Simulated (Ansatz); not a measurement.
# CH4ClOSi radical: how energies converge with the basis set

One table from this session's results is given with a row withheld; the runs are named, their logs left out.

Method: one geometry, several basis sets; program: Ansatz 0.2.0, Gaussian basis.

The runs, in order: PBE0-D4/def2-SVP; ωB97M-V/def2-SVP; PBE0-D4/def2-QZVPP; ωB97M-V/def2-QZVPP; the functionals' def2-TZVPP values are taken from earlier runs.

### The geometry

All runs share one geometry, relaxed beforehand with PBE0-D4 in a triple-zeta def2 set.

SMILES `[CH2][SiH](O)Cl`, 8 atoms, charge 0, spin multiplicity 2.

Atoms are counted from 1 here; the program's logs count them from 0.

Bond lengths: C1–Si2 1.832 Å, C1–H5 1.085 Å, C1–H6 1.087 Å, Si2–O3 1.636 Å, Si2–Cl4 2.061 Å, Si2–H7 1.477 Å, O3–H8 0.959 Å. Angles: Si2–C1–H5 122.9°, Si2–C1–H6 121.7°, H5–C1–H6 115.4°, C1–Si2–O3 112.6°, C1–Si2–Cl4 107.0°, C1–Si2–H7 113.7°, O3–Si2–Cl4 111.1°, O3–Si2–H7 104.8°, Cl4–Si2–H7 107.7°, Si2–O3–H8 117.9°.

Geometry (Å):

| atom | x (Å) | y (Å) | z (Å) |
| --- | --- | --- | --- |
| C1 | -1.0959 | 0.6752 | -0.0934 |
| Si2 | 0.6077 | 0.0085 | -0.1858 |
| O3 | 1.0192 | -0.8514 | 1.1435 |
| Cl4 | 0.7060 | -1.1582 | -1.8819 |
| H5 | -1.7830 | 0.6538 | -0.9326 |
| H6 | -1.4726 | 1.1578 | 0.8043 |
| H7 | 1.6479 | 1.0505 | -0.2975 |
| H8 | 0.4630 | -1.5933 | 1.3875 |

Set-up of the first run:

Input file in.yaml:

```yaml
crystal:
  periodic: [false, false, false]
  atoms:
    - {symbol: C, position_ang: [-1.095900, 0.675213, -0.093384]}
    - {symbol: Si, position_ang: [0.607679, 0.008459, -0.185770]}
    - {symbol: O, position_ang: [1.019163, -0.851411, 1.143479]}
    - {symbol: Cl, position_ang: [0.705960, -1.158156, -1.881907]}
    - {symbol: H, position_ang: [-1.782984, 0.653818, -0.932590]}
    - {symbol: H, position_ang: [-1.472600, 1.157844, 0.804282]}
    - {symbol: H, position_ang: [1.647903, 1.050508, -0.297529]}
    - {symbol: H, position_ang: [0.462978, -1.593276, 1.387519]}
basis:
  gaussian: {orbitals: def2-SVP}
magnetization: {spin_polarized: true, initial_magnetization: 1}
hamiltonian: {xc: pbe0, dispersion: d4}
output: {orbitals: {seedname: orbitals}}
```

Command:

```bash
$ ansatz run in.yaml --threads 4 --pin off --events-out ev --progress --plain --max-ram 10444MiB
```

Steps of the session up to this table: PBE0-D4 in def2-SVP; ωB97M-V in def2-SVP; PBE0-D4 in def2-QZVPP; ωB97M-V in def2-QZVPP.

One of the session's tables, all rows but one given; the rest of the session is left out.

It belongs to the step «Density functionals: the series». 

```
functional       basis  HOMO (eV)  LUMO (eV)
   PBE0-D4    def2-SVP      -7.47      -2.61
   PBE0-D4  def2-TZVPP      -7.54      -2.82
   PBE0-D4  def2-QZVPP      -7.57      -2.86
   ωB97M-V    def2-SVP      -9.49      -0.62
   ωB97M-V  def2-TZVPP          ?          ?
   ωB97M-V  def2-QZVPP      -9.60      -1.06
```

**Question.** Estimate the row for ωB97M-V, def2-TZVPP.

The run gave: HOMO (eV): -9.58; LUMO (eV): -0.98. In the column «HOMO (eV)» it lies between ωB97M-V, def2-QZVPP (-9.60) and ωB97M-V, def2-SVP (-9.49).
